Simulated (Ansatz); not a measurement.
Working through a rigid scan of one bond length of CH5AlBP, SMILES [PH2][Al]1[BH][CH2]1

Computed with Ansatz's Python interface.

Input file `ch5albp.xyz`:
```text
9

P    -0.24270    2.40910   -1.08670
Al    0.16040    0.39860   -0.09200
B     1.26060   -1.34720    0.39780
C    -0.12300   -1.08270    0.96980
H    -0.43980    1.86910   -2.44050
H    -1.70810    2.41640   -0.78310
H     2.29510   -2.00900    0.34320
H    -0.89880   -1.79720    0.56320
H    -0.21530   -0.90350    2.11110
```

Typed at the interpreter:
```pycon
>>> import ansatz as az
>>> import numpy as np
>>> BASIS_SET = "def2-SVP"
>>> FUNCTIONAL = "r2scan"
>>> mol = az.Crystal.molecule_from_extxyz("ch5albp.xyz")
>>> symbols = [site.symbol for site in mol.cartesian_sites]
>>> start = np.array([site.position_ang for site in mol.cartesian_sites])
>>> axis = (start[4] - start[0]) / np.linalg.norm(start[4] - start[0])
>>> moving = [4]
>>> lengths, energies = [1.294, 1.353, 1.412, 1.471, 1.53, 1.588, 1.647, 1.736], []
>>> for length in lengths:
...     xyz = start.copy()
...     xyz[moving] += (length - np.linalg.norm(start[4] - start[0])) * axis
...     point = az.Crystal.molecule()
...     for symbol, place in zip(symbols, xyz):
...         point = point.atom(symbol, place.tolist())
...     job = (
...         point.calculation()
...         .basis(gaussian=BASIS_SET)
...         .functional(FUNCTIONAL)
...     )
...     r = job.run().report
...     energies.append(r["free_energy_ev"])
...     print(f"r = {length:6.3f} A  E = {energies[-1]:.5f} eV  <S^2> = {abs(r['mean_field']['state']['spin_squared']):.3f}")
...
r =  1.294 A  E = -17668.21520 eV  <S^2> = 0.000
r =  1.353 A  E = -17668.38260 eV  <S^2> = 0.000
r =  1.412 A  E = -17668.44612 eV  <S^2> = 0.000
r =  1.471 A  E = -17668.43116 eV  <S^2> = 0.000
r =  1.530 A  E = -17668.35751 eV  <S^2> = 0.000
r =  1.588 A  E = -17668.24277 eV  <S^2> = 0.000
r =  1.647 A  E = -17668.09473 eV  <S^2> = 0.000
r =  1.736 A  E = -17667.83152 eV  <S^2> = 0.000
>>> # quartic fit about the minimum
>>> fit = np.polynomial.Polynomial.fit(lengths, np.array(energies) - min(energies), 4).convert()
>>> roots = [r.real for r in fit.deriv().roots() if abs(r.imag) < 1e-9 and fit.deriv(2)(r.real) > 0]
>>> r_e = min(roots, key=lambda r: abs(r - lengths[int(np.argmin(energies))]))
>>> print(f"minimum of the fit at {r_e:.4f} A, force constant {fit.deriv(2)(r_e):.2f} eV/A^2")
minimum of the fit at 1.4283 A, force constant 20.92 eV/A^2
```

Caveats:
- Total energies depend on the basis set; only differences at equal settings carry meaning.
- The rest of the molecule is held rigid at a force-field or estimated start geometry, and the basis set is modest; single-reference methods fail as a bond breaks.
- The orbitals are restricted, so S² is zero by construction.
- Finished in 36 s on 1 thread of Arm Neoverse V2, on a shared host, peak memory 0.21 GiB.
